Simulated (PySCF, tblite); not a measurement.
**C5H9F3SeSi: geometry, infrared bands and NMR shifts**

What infrared bands and NMR shifts should C5H9F3SeSi (`C=C[C@H]([SiH2]C)[Se]C(F)(F)F`) show?

Programs: tblite 0.8.0 and PySCF 2.14.0, with density-fitted response routines of our own. Each step states its level of theory. These are calculated values for one molecule in the gas phase, unless marked as measured. Atoms count from 0, in the outputs and in this text.

### 1 The starting structure

19 atoms, charge 0, multiplicity 1; geometry from: force field or distance geometry start.

Bonds of the start (Å): C0–C1 1.33, C1–C2 1.49, C2–Si3 1.89, Si3–C4 1.88, C2–Se5 1.95, Se5–C6 1.96, C6–F7 1.38, C6–F8 1.38, C6–F9 1.38, C0–H10 1.09, C0–H11 1.08, C1–H12 1.10, C2–H13 1.11, Si3–H14 1.46, Si3–H15 1.46, C4–H16 1.11, C4–H17 1.11, C4–H18 1.11.

### 2 Relaxing the molecule with GFN2-xTB

The job: settings as JSON, then the geometry in Å.

```
{"job": {"kind": "relax", "xc": "GFN2-xTB", "basis": "xTB"}, "charge": 0, "multiplicity": 1}
C      1.115700     1.857900     0.968700
C      0.687200     0.597200     0.882100
C      0.268300    -0.020400    -0.410700
Si    -1.428200     0.643700    -0.921200
C     -2.680200     0.305600     0.442400
Se     0.143800    -1.964800    -0.257700
C      2.067000    -2.241800    -0.497000
F      2.346600    -3.589500    -0.377500
F      2.458800    -1.810600    -1.744400
F      2.768700    -1.560100     0.480500
H      1.128900     2.493600     0.087200
H      1.422300     2.267200     1.924100
H      0.691700    -0.013200     1.802400
H      0.986800     0.243200    -1.217700
H     -1.862600    -0.015000    -2.151500
H     -1.341500     2.086600    -1.131100
H     -3.665200     0.710800     0.129300
H     -2.762700    -0.790800     0.607500
H     -2.355400     0.809500     1.377100
```

On the command line:

```bash
> OMP_NUM_THREADS=1 python probes_run.py task.json out
```

This one command runs all jobs of the session in turn.

**Question.** This job is followed by: GFN2-xTB harmonic vibrations, gas phase; GIAO PBE0/pcSseg-1 NMR shielding, non-relativistic, gas phase. Predict these results of the whole session: strongest single infrared mode (GFN2-xTB); zero-point energy (GFN2-xTB); 13C shifts against TMS (PBE0/pcSseg-1); 1H shifts against TMS (PBE0/pcSseg-1, means over atoms taken as alike); 29Si shifts against TMS (PBE0/pcSseg-1); 77Se shifts against Me2Se (PBE0/pcSseg-1); 19F shifts against CFCl3 (PBE0/pcSseg-1, means over atoms taken as alike).

**Answer**, as computed:

| quantity | value |
| --- | --- |
| strongest single infrared mode (GFN2-xTB) | 1056 cm⁻¹, 289 km/mol |
| zero-point energy (GFN2-xTB) | 78.0 kcal/mol |
| 13C shifts against TMS (PBE0/pcSseg-1) | 146.0, 145.1, 121.0, 44.4, -9.0 ppm |
| 1H shifts against TMS (PBE0/pcSseg-1, means over atoms taken as alike) | 6.28, 5.49, 5.30, 4.55, 4.35, 3.93, 0.32 ppm |
| 29Si shifts against TMS (PBE0/pcSseg-1) | -35.2 ppm |
| 77Se shifts against Me2Se (PBE0/pcSseg-1) | 522 ppm |
| 19F shifts against CFCl3 (PBE0/pcSseg-1, means over atoms taken as alike) | -46.2 ppm |

**Reading.** Over 135 steps the energy fell by 0.379 eV; of the close pairs, C6–F7 changed most, 1.382 to 1.331 Å. All 51 modes are real, so the xTB geometry is a minimum. The strongest single mode, at 1056 cm⁻¹, moves mainly C6. GFN2-xTB is a fitted tight-binding method: band positions and strengths are rough. Its intensities can rank the bands wrongly. The most deshielded carbon is C1 (alkene CH), at 146.0 ppm: as expected for a trigonal carbon in a double bond. The most deshielded hydrogen is H12 (hydrogen on an alkene CH), at 6.28 ppm: olefinic region. At PBE0/pcSseg-1: The widest tensor belongs to Se5: span 1085 ppm, with a paramagnetic part of -1764 ppm. Spin-orbit coupling is left out, which matters for shieldings and couplings at and beside the heavy atoms.
